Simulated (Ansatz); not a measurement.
# C3H7 radical (built from SMILES C1CC1.[H]): search for a transition state

Is there a first-order saddle for this hydrogen abstraction, which should form H1–H5 and break H1–C2, and which two structures does it connect?

The runs use Ansatz 0.2.0, Gaussian basis; PBE0-D4, def2-SVP first, then def2-TZVP.

30 further runs of the same task are left out: 30 set aside as unsound or not needed.

### Step 1. The system as given

The guess: 10 atoms, charge 0, spin multiplicity 2.

Atoms are counted from 1 here; the program's logs count them from 0.

Bond lengths: C2–C3 1.480 Å, C2–C4 1.480 Å, C2–H6 1.077 Å, C3–C4 1.508 Å, C3–H7 1.083 Å, C3–H8 1.080 Å, C4–H9 1.082 Å, C4–H10 1.081 Å. Angles: C3–C2–C4 61.2°, C3–C2–H6 123.1°, C4–C2–H6 123.1°, C2–C3–C4 59.4°, C2–C3–H7 118.8°, C2–C3–H8 118.8°, C4–C3–H7 119.2°, C4–C3–H8 117.5°, H7–C3–H8 113.2°, C2–C4–C3 59.4°, C2–C4–H9 119.0°, C2–C4–H10 118.7°, C3–C4–H9 119.3°, C3–C4–H10 117.4°, H9–C4–H10 113.2°.

Geometry (Å):

| atom | x (Å) | y (Å) | z (Å) |
| --- | --- | --- | --- |
| H1 | -0.66630 | -0.72960 | 1.32110 |
| C2 | 0.17680 | -0.60700 | 0.21420 |
| C3 | 0.70160 | 0.74660 | -0.07440 |
| C4 | -0.36390 | 0.13360 | -0.94800 |
| H5 | -1.27100 | -0.80360 | 2.08850 |
| H6 | 0.77010 | -1.50040 | 0.11750 |
| H7 | 1.70870 | 0.84450 | -0.45940 |
| H8 | 0.41020 | 1.56530 | 0.56770 |
| H9 | -0.10570 | -0.19600 | -1.94600 |
| H10 | -1.36050 | 0.54680 | -0.88120 |

Distances that are to change: H1–H5 0.98 Å, H1–C2 1.40 Å.

### Step 2. Constrained relaxation of the guess

hold/in.yaml reads:

```yaml
crystal:
  periodic: [false, false, false]
  atoms:
    - {symbol: H, position_ang: [-0.666300, -0.729600, 1.321100]}
    - {symbol: C, position_ang: [0.176800, -0.607000, 0.214200]}
    - {symbol: C, position_ang: [0.701600, 0.746600, -0.074400]}
    - {symbol: C, position_ang: [-0.363900, 0.133600, -0.948000]}
    - {symbol: H, position_ang: [-1.271000, -0.803600, 2.088500]}
    - {symbol: H, position_ang: [0.770100, -1.500400, 0.117500]}
    - {symbol: H, position_ang: [1.708700, 0.844500, -0.459400]}
    - {symbol: H, position_ang: [0.410200, 1.565300, 0.567700]}
    - {symbol: H, position_ang: [-0.105700, -0.196000, -1.946000]}
    - {symbol: H, position_ang: [-1.360500, 0.546800, -0.881200]}
basis:
  gaussian: {orbitals: def2-SVP}
magnetization: {spin_polarized: true, initial_magnetization: 1}
hamiltonian: {xc: pbe0, dispersion: d4}
relax: {f_tol: 0.08, max_steps: 120, escape_saddle: false, constraints: [{distance: [0, 4]}, {distance: [0, 1]}]}
```

The command line of these runs was not kept.

Further steps of the session: Saddle search in the small basis; Saddle search in triple zeta; Checking the order of the point; Relaxing after a step of 0.30 Å one way along the mode; Relaxing after a step of 0.30 Å the other way along the mode.

Q: Predict the outcome of this session. Wanted: imaginary mode; barrier from the start side; barrier from the end side; energy of the step; pairs that change; zero-point energy at the saddle.

The runs gave:

```
                       quantity                       value
                 imaginary mode                   887i cm⁻¹
    barrier from the start side                 49.6 kJ/mol
      barrier from the end side                 20.5 kJ/mol
             energy of the step                +29.0 kJ/mol
              pairs that change  H1–H5 formed, H1–C2 broken
zero-point energy at the saddle                    2.145 eV
```

What this shows: One imaginary mode, 887i cm⁻¹, makes this a first-order saddle. The two relaxations end on the structures that were planned. At PBE0-D4/def2-TZVP the electronic barrier is 49.6 kJ/mol, about 20 kT at 298 K, and the step runs 29.0 kJ/mol uphill. A step off the saddle overshot and began above it in energy, so the link to its end is likely but not proven. The ends are the nearest minima, not always the lowest complexes.
